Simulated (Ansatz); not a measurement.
# C₂H₈GeSe: taking an electron away

The task here is to estimate one member of a computed series from the others.

Computed with Ansatz 0.2.0, Gaussian basis. Level: unrestricted cation, the program's frozen cores in correlated methods.

Plan: UKS PBE-D4/def2-TZVPP; UKS r2SCAN-D4/def2-TZVPP; UKS PBE0-D4/def2-TZVPP; UKS B3LYP-D4/def2-TZVPP; UKS wB97X-V/def2-TZVPP; UKS wB97M-V/def2-TZVPP; UKS B2PLYP/def2-TZVPP; UHF-CCSD(T)/def2-TZVPP; UHF-MP2/def2-QZVPP; extrapolation to the limit; then −ε(HOMO) from the neutral's earlier runs with LDA (SPW92), PBE-D4, revPBE-D4, BLYP-D4, r2SCAN-D4, B97M-V, PBE0-D4, B3LYP-D4, r2SCANh-D4, r2SCAN0-D4, HSE06-D4, BHLYP-D4, CAM-B3LYP-D4, LC-ωPBE, ωB97X-V, ωB97M-V.

### The geometry

An earlier PBE0-D4 in a triple-zeta def2 set relaxation fixed the geometry.

SMILES `[CH3][GeH2][Se]C`, 12 atoms, charge 0, spin multiplicity 1.

Atoms are counted from 1 here; the program's logs count them from 0.

Bond lengths: C1–Ge2 1.952 Å, C1–H5 1.091 Å, C1–H6 1.092 Å, C1–H7 1.090 Å, Ge2–Se3 2.351 Å, Ge2–H8 1.543 Å, Ge2–H9 1.538 Å, Se3–C4 1.957 Å, C4–H10 1.089 Å, C4–H11 1.089 Å, C4–H12 1.088 Å. Angles: Ge2–C1–H5 110.3°, Ge2–C1–H6 110.1°, Ge2–C1–H7 109.8°, H5–C1–H6 108.6°, H5–C1–H7 108.9°, H6–C1–H7 109.2°, C1–Ge2–Se3 111.3°, C1–Ge2–H8 110.1°, C1–Ge2–H9 111.3°, Se3–Ge2–H8 108.5°, Se3–Ge2–H9 105.5°, H8–Ge2–H9 110.0°, Ge2–Se3–C4 96.8°, Se3–C4–H10 106.4°, Se3–C4–H11 110.3°, Se3–C4–H12 110.8°, H10–C4–H11 109.4°, H10–C4–H12 109.3° and more.

The first run:

in.yaml reads:

```yaml
crystal:
  periodic: [false, false, false]
  atoms:
    - {symbol: C, position_ang: [-1.376636, 1.214166, 0.152272]}
    - {symbol: Ge, position_ang: [-0.281946, 0.060916, 1.284693]}
    - {symbol: Se, position_ang: [1.908994, -0.122500, 0.450894]}
    - {symbol: C, position_ang: [1.451584, -1.068935, -1.199424]}
    - {symbol: H, position_ang: [-1.443716, 0.802102, -0.855380]}
    - {symbol: H, position_ang: [-2.385003, 1.294407, 0.562844]}
    - {symbol: H, position_ang: [-0.931800, 2.207879, 0.097635]}
    - {symbol: H, position_ang: [-0.898929, -1.351848, 1.355928]}
    - {symbol: H, position_ang: [-0.136324, 0.642523, 2.701085]}
    - {symbol: H, position_ang: [2.393630, -1.292416, -1.697452]}
    - {symbol: H, position_ang: [0.934512, -1.999429, -0.971101]}
    - {symbol: H, position_ang: [0.842635, -0.441965, -1.847893]}
basis:
  gaussian: {orbitals: def2-TZVPP}
total_charge: 1
magnetization: {spin_polarized: true, initial_magnetization: 1}
hamiltonian: {xc: pbe, dispersion: d4}
```

The run is started by

```
$ ansatz run in.yaml --threads 2 --pin off --events-out ev --progress --plain --max-ram 20480MiB --backend cpu
```

Among the steps run: Cation, UKS PBE-D4/def2-TZVPP; Cation, UKS r2SCAN-D4/def2-TZVPP; Cation, UKS PBE0-D4/def2-TZVPP; Cation, UKS B3LYP-D4/def2-TZVPP; Cation, UKS wB97X-V/def2-TZVPP; Cation, UKS wB97M-V/def2-TZVPP; Cation, UKS B2PLYP (frozen core)/def2-TZVPP; Cation, UHF-CCSD(T)/def2-TZVPP; Cation, UHF-MP2/def2-QZVPP.

One of the session's tables, all rows but one given; the rest of the session is left out.

Orbital estimates, from the neutral's runs:

| functional | −ε(HOMO) (eV) |
| --- | --- |
| LDA (SPW92) | 5.32 |
| PBE-D4 | 5.20 |
| revPBE-D4 | 5.16 |
| BLYP-D4 | 5.05 |
| r2SCAN-D4 | 5.45 |
| B97M-V | 5.57 |
| PBE0-D4 | ? |
| B3LYP-D4 | 6.11 |
| r2SCANh-D4 | 5.87 |
| r2SCAN0-D4 | 6.49 |
| HSE06-D4 | 5.94 |
| BHLYP-D4 | 7.32 |
| CAM-B3LYP-D4 | 7.61 |
| LC-ωPBE | 8.96 |
| ωB97X-V | 8.62 |
| ωB97M-V | 8.50 |

Q: Estimate the row for PBE0-D4 from the others.

As computed: −ε(HOMO) (eV): 6.33. In the column «−ε(HOMO) (eV)» it lies between B3LYP-D4 (6.11) and r2SCAN0-D4 (6.49).

Caveats from the session: The cation may have settled in a state other than its lowest; no search over hole states beyond the program's own was made.
